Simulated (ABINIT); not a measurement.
# BiTe (R-3m) in ABINIT: convergence with pawecutdg

Aim: find how far pawecutdg must go before the results for BiTe settle, at r2SCAN. This setting moves, with any that are tied to it; all else stays.

Program: ABINIT 10.8.3 (patched build). These are calculated values, not measurements. Logs are shortened: lines on timing, memory, paths and dates and some standing lists are left out, and cuts for length are marked. The log counts tension as positive stress, the text compression.

## (1) Starting point

It takes space group R-3m (No. 166, trigonal). The conventional cell has a = 4.845 Å, b = 4.845 Å, c = 9.952 Å, α = 90.00°, β = 90.00°, γ = 120.00°. Bi (site symmetry -3m) is surrounded by 6 Te at 3.25 Å. Around Te (site symmetry -3m) lie 6 Bi at 3.25 Å.

The cell comes from a database or a generator and needn't be the stable form of this composition.

## (2) With pawecutdg 18.5

Contents of run.abi:

```
# Pseudopotentials
pp_dirpath "./"
pseudos "Bi.GGA_PBE-JTH_sp.xml, Te.GGA_PBE-JTH.xml"

# Structure
acell 3*1.0 Angstrom
rprim
     2.4227077728     1.3987509848     3.3172919545
    -2.4227077728     1.3987509848     3.3172919545
     0.0000000000    -2.7975019696     3.3172919545
ntypat 2
znucl 83 52
natom 2
typat 1 2
xred
     0.5000000000     0.5000000000     0.5000000000
     0.0000000000     0.0000000000     0.0000000000

# Plane-wave basis
ecut 18.0
pawecutdg 18.5

# k points
kptopt 1
ngkpt 7 7 7
nshiftk 1
shiftk 0.0 0.0 0.0

# Exchange and correlation
ixc -497498
usekden 1
pawxcdev 0

# Bands and occupations
nband 10
occopt 7
tsmear 0.1 eV

# SCF cycle
nstep 100
tolvrs 1.0e-7

# Output
iomode 3
prtwf 0
prtden 0
prteig 0
prtebands 0
```

Potentials or basis: JTH PAW PBE v2.0 sp.

The run is started by

```console
abinit run.abi > log 2>&1
```

run.abo:

```text
.Version 10.8.3 of ABINIT
 Symmetries : space group R-3 m (#166); Bravais hR (rhombohedral)
================================================================================
 Values of the parameters that define the memory need of the present run
     intxc =       0    ionmov =       0      iscf =      17    lmnmax =       8
     lnmax =       4     mgfft =      32  mpssoang =       2    mqgrid =    3001
     natom =       2  nloc_mem =       2    nspden =       1   nspinor =       1
    nsppol =       1      nsym =      12    n1xccc =       1    ntypat =       2
    occopt =       7   xclevel =       2
       mpw =        1675          nfft =       32768          nkpt =          44
 PAW method is used; the additional fine FFT grid is defined by:
   mgfftf=        32    nfftf =     32768
================================================================================
================================================================================

--------------------------------------------------------------------------------
------------- Echo of variables that govern the present computation ------------
--------------------------------------------------------------------------------
 -outvars: echo values of preprocessed input variables --------
            acell      1.8897261259E+00  1.8897261259E+00  1.8897261259E+00 Bohr
              amu      2.08980370E+02  1.27600000E+02
             ecut      1.80000000E+01 Hartree
              ixc     -497498
         kptrlatt        7    0    0      0    7    0      0    0    7
          kptrlen      5.74020203E+01
            natom           2
            nband          10
            ngfft          32      32      32
          ngfftdg          32      32      32
             nkpt          44
            nstep         100
             nsym          12
           ntypat           2
           occopt           7
        pawecutdg      1.85000000E+01 Hartree
         pawxcdev           0
           prtden           0
        prtebands           0
           prteig           0
          prtkden           1
            prtwf           0
[... 179 lines left out ...]
Ewald energy        : -1.41610817430707E+01
psp_core            :  5.28940342595080E+00
local_psp           : -3.42314631039041E-01
PAW spherical_terms :  7.59909509835608E+01
internal            :  6.37320013355654E+01
'-kT*entropy'       : -2.72682316792313E-04
total_energy        :  6.37317286532486E+01
total_energy_eV     :  1.73422868450760E+03
...

--- !EnergyTermsDC
iteration_state     : {dtset: 1, }
comment             : '"Double-counting" decomposition of free energy'
band_energy         : -5.22490256232826E+00
Ewald energy        : -1.41610817430707E+01
psp_core            :  5.28940342595080E+00
xc_dc               : -2.66143407783908E+00
PAW spherical_terms :  8.04899639930863E+01
internal            :  6.37319490357991E+01
'-kT*entropy'       : -2.72682316792313E-04
total_energy_dc     :  6.37316763534823E+01
total_energy_dc_eV  :  1.73422726135846E+03
...

--- !EnergyTermsWithPAWCore
iteration_state     : {dtset: 1, }
comment             : 'Components of total free energy, including PAW core contributions'
Total energy        : -2.83266255588427E+04
Total energy DC     : -2.83266256111424E+04
Total energy (eV)   : -7.70806749126945E+05
Total energy DC (eV): -7.70806750550094E+05
...

 Cartesian components of stress tensor (hartree/bohr^3)
  sigma(1 1)=  2.92585378E-05  sigma(3 2)=  0.00000000E+00
  sigma(2 2)=  2.92585377E-05  sigma(3 1)=  0.00000000E+00
  sigma(3 3)=  1.85977036E-05  sigma(2 1)=  0.00000000E+00

-Cartesian components of stress tensor (GPa)         [Pressure= -7.5627E-01 GPa]
- sigma(1 1)=  8.60815901E-01  sigma(3 2)=  0.00000000E+00
- sigma(2 2)=  8.60815898E-01  sigma(3 1)=  0.00000000E+00
- sigma(3 3)=  5.47163331E-01  sigma(2 1)=  0.00000000E+00

== END DATASET(S) ==============================================================
================================================================================

 -outvars: echo values of variables after computation  --------
            acell      1.8897261259E+00  1.8897261259E+00  1.8897261259E+00 Bohr
           etotal      6.3731676353E+01
            fcart     -0.0000000000E+00 -0.0000000000E+00 -0.0000000000E+00
                      -0.0000000000E+00 -0.0000000000E+00 -0.0000000000E+00
            rprim      2.4227077728E+00  1.3987509848E+00  3.3172919545E+00
                      -2.4227077728E+00  1.3987509848E+00  3.3172919545E+00
                       0.0000000000E+00 -2.7975019696E+00  3.3172919545E+00
           strten      2.9258537783E-05  2.9258537681E-05  1.8597703597E-05
                       0.0000000000E+00  0.0000000000E+00  0.0000000000E+00
           xangst      3.3972705829E-17 -7.5583220507E-17  4.9759379318E+00
                       0.0000000000E+00  0.0000000000E+00  0.0000000000E+00
             xred      5.0000000000E-01  5.0000000000E-01  5.0000000000E-01
                       0.0000000000E+00  0.0000000000E+00  0.0000000000E+00
 Calculation completed.
```

Run time: 55 s. Hardware: 1 thread of Arm Neoverse V1, shared host; peak memory 0.12 GiB.

What came out:

* Free energy: 1734.2273 eV
* Pressure: -0.8 GPa
* Band gap on the k mesh: none (metal or under the smearing width)
* Valence electrons inside the program's atomic spheres: Bi 3.35; Te 3.06

## (3) With pawecutdg 21.6

Changes to run.abi since step 2:

```diff
@@ -20,3 +20,3 @@
 ecut 18.0
-pawecutdg 18.5
+pawecutdg 21.6
```

Potentials or basis: JTH PAW PBE v2.0 sp.

The run is started by

```console
abinit run.abi > log 2>&1
```

It took 55 s on 1 thread of Arm Neoverse V1, shared host; peak memory 0.12 GiB.

It converged, with:

- Free energy: 1734.2270 eV
- Pressure: -0.7 GPa
- Band gap on the k mesh: none (metal or under the smearing width)
- Valence electrons inside the program's atomic spheres: Bi 3.36; Te 3.08

## (4) With pawecutdg 27

Changes to run.abi since step 3:

```diff
@@ -20,3 +20,3 @@
 ecut 18.0
-pawecutdg 21.6
+pawecutdg 27.0
```

The run is started by

```console
abinit run.abi > log 2>&1
```

It took 55 s on 1 thread of Arm Neoverse V1, shared host; peak memory 0.12 GiB.

It converged, with:

- Free energy: 1734.2274 eV
- Pressure: -0.8 GPa
- Band gap on the k mesh: none (metal or under the smearing width)
- Valence electrons inside the program's atomic spheres: Bi 3.35; Te 3.07

## (5) With pawecutdg 32.4

Changes to run.abi since step 4:

```diff
@@ -20,3 +20,3 @@
 ecut 18.0
-pawecutdg 27.0
+pawecutdg 32.4
```

The run is started by

```console
abinit run.abi > log 2>&1
```

It took 56 s on 1 thread of Arm Neoverse V1, shared host; peak memory 0.14 GiB.

It converged, with:

| Item | Value |
| --- | --- |
| Free energy | 1734.2275 eV |
| Pressure | -0.8 GPa |
| Band gap on the k mesh | none (metal or under the smearing width) |
| Valence electrons inside the program's atomic spheres | Bi 3.36; Te 3.08 |

## (6) With pawecutdg 39.6

Changes to run.abi since step 5:

```diff
@@ -20,3 +20,3 @@
 ecut 18.0
-pawecutdg 32.4
+pawecutdg 39.6
```

Potentials or basis: JTH PAW PBE v2.0 sp.

The run is started by

```console
abinit run.abi > log 2>&1
```

Wall time 56 s (1 thread of Arm Neoverse V1, shared host); peak memory 0.15 GiB.

The run converged. Its results:

```
Free energy                                           : 1734.2274 eV
Pressure                                              : -0.8 GPa
Band gap on the k mesh                                : none (metal or under the smearing width)
Valence electrons inside the program's atomic spheres : Bi 3.34; Te 3.07
```

## (7) With pawecutdg 48.6

Changes to run.abi since step 6:

```diff
@@ -20,3 +20,3 @@
 ecut 18.0
-pawecutdg 39.6
+pawecutdg 48.6
```

The run is started by

```console
abinit run.abi > log 2>&1
```

Run time: 55 s. Hardware: 1 thread of Arm Neoverse V1, shared host; peak memory 0.17 GiB.

Results (log left out):

| Quantity | Value |
| --- | --- |
| Free energy | 1734.2274 eV |
| Pressure | -0.8 GPa |
| Band gap on the k mesh | none (metal or under the smearing width) |
| Valence electrons inside the program's atomic spheres | Bi 3.35; Te 3.07 |

## (8) With pawecutdg 59.4

Changes to run.abi since step 7:

```diff
@@ -20,3 +20,3 @@
 ecut 18.0
-pawecutdg 48.6
+pawecutdg 59.4
```

The run is started by

```console
abinit run.abi > log 2>&1
```

Wall time 61 s (1 thread of Arm Neoverse V1, shared host); peak memory 0.2 GiB.

Results (log left out):

```
Free energy                                           : 1734.2274 eV
Pressure                                              : -0.8 GPa
Band gap on the k mesh                                : none (metal or under the smearing width)
Valence electrons inside the program's atomic spheres : Bi 3.35; Te 3.07
```

## (9) Result

| pawecutdg | energy less the tightest run, at zero smearing (meV/atom) | SCF cycles | CPU time (s) | peak memory (GiB) |
| --- | --- | --- | --- | --- |
| 18.5 | -0.06 | 7 | 55 | 0.12 |
| 21.6 | -0.18 | 7 | 55 | 0.12 |
| 27 | 0.02 | 7 | 55 | 0.12 |
| 32.4 | 0.03 | 7 | 56 | 0.14 |
| 39.6 | 0.03 | 7 | 56 | 0.15 |
| 48.6 | 0.00 | 7 | 55 | 0.17 |
| 59.4 | 0.00 | 8 | 61 | 0.2 |

Against the tightest run, the energy stays within 1 meV/atom from 18.5 on. The tightest run that finished is the yardstick and may itself not be fully converged.

Caveats: totals of a meta-GGA on PAW files have another zero than those of a GGA; the PAW data sets were made with another functional, which shifts forces and pressure a little; spin-orbit coupling is left out, which moves the levels of the heavy elements; this set keeps more shells in the core, which shifts pressures and gaps.
